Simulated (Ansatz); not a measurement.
# GeH3S (doublet): the correlation ladder at distance Ge1–S2 = 2.221 Å, cc-pVDZ

How much of the correlation energy of GeH3S (doublet) does each wave-function method recover here?

The runs use Ansatz 0.2.0, Gaussian basis; cc-pVDZ, core rule «outside noble gas», up to 19 orbitals frozen.

Plan: UHF; CCSD(T) on ROHF; CCSD(T) on UHF; BCCD(T) on ROHF; CISD; CCSDT(Q) on ROHF; CCSDT(Q) on UHF; CASSCF and MRCISD+Q, 3 electrons in 3 orbitals; CASSCF and NEVPT2, 3 electrons in 3 orbitals.

17 further runs of the same task are left out: 2 for a mislabelled method, 11 that didn't finish, 4 set aside as unsound or not needed.

## 1. The system

The geometry derives from a PBE0/def2-TZVP stationary point (not a proven minimum). One bond is set to the value named and the two fragments are kept rigid. No spin-orbit coupling is included. The filled d shell of Ge may be among the frozen orbitals whatever the setting's name suggests; the logs give the count.

5 atoms, charge 0, spin multiplicity 2.

Atoms are counted from 1 here; the program's logs count them from 0.

Bond lengths: Ge1–S2 2.221 Å, Ge1–H3 1.550 Å, Ge1–H4 1.545 Å, S2–H5 1.343 Å. Angles: S2–Ge1–H3 109.5°, S2–Ge1–H4 104.7°, H3–Ge1–H4 110.8°, Ge1–S2–H5 94.4°.

## 2. UHF

File in.yaml:

```yaml
crystal:
  periodic: [false, false, false]
  atoms:
    - {symbol: Ge, position_ang: [0.037001, 0.017833, 0.673218]}
    - {symbol: S, position_ang: [-0.045608, -0.074775, -1.544169]}
    - {symbol: H, position_ang: [-0.843760, 1.190730, 1.174562]}
    - {symbol: H, position_ang: [-0.536410, -1.338233, 1.143127]}
    - {symbol: H, position_ang: [0.164516, 1.241117, -1.711278]}
basis:
  gaussian: {orbitals: cc-pVDZ}
magnetization: {spin_polarized: true, initial_magnetization: 1}
hamiltonian: {xc: hf}
output: {orbitals: {seedname: orbitals}}
```

Launch:

```console
$ ansatz run in.yaml --threads 1 --pin off --events-out ev --progress --plain --max-ram 2393MiB
```

After this run come: CCSD(T) on ROHF; CCSD(T) on UHF; BCCD(T) on ROHF; CISD; CCSDT(Q) on ROHF; CCSDT(Q) on UHF; CASSCF and MRCISD+Q, 3 electrons in 3 orbitals; CASSCF and NEVPT2, 3 electrons in 3 orbitals.

Before running them: what should the planned runs give, taken together? Wanted: UCCSDT(Q) below the RHF energy; RMP2 from UCCSDT(Q); UMP2 from UCCSDT(Q); RCCSD from UCCSDT(Q); RCCSD(T) from UCCSDT(Q); UCCSD(T) from UCCSDT(Q); RCCSDT(Q) from UCCSDT(Q); MRCISD+Q pair from UCCSDT(Q); T1 diagnostic.

The runs gave:

```
                         quantity                                                   value
   UCCSDT(Q) below the RHF energy                                              -7.1541 eV
              RMP2 from UCCSDT(Q)                                             +1205.6 meV
              UMP2 from UCCSDT(Q)                                             +1198.5 meV
             RCCSD from UCCSDT(Q)                                              +227.1 meV
          RCCSD(T) from UCCSDT(Q)                                               +43.2 meV
          UCCSD(T) from UCCSDT(Q)                                               +40.1 meV
         RCCSDT(Q) from UCCSDT(Q)                                                +3.8 meV
     MRCISD+Q pair from UCCSDT(Q)                                               +88.6 meV
levels within 1 kcal/mol (43 meV)  RCCSD(T), UCCSD(T), BCCD(T), RCCSDT, UCCSDT, RCCSDT(Q)
                    T1 diagnostic                                                   0.020
```

What this shows: RCCSD(T) lands +43.2 meV from the yardstick (0.6 % of the correlation energy). These misses are within one basis, not against nature; the frozen cores of restricted and unrestricted runs differ, which can shift their rows.
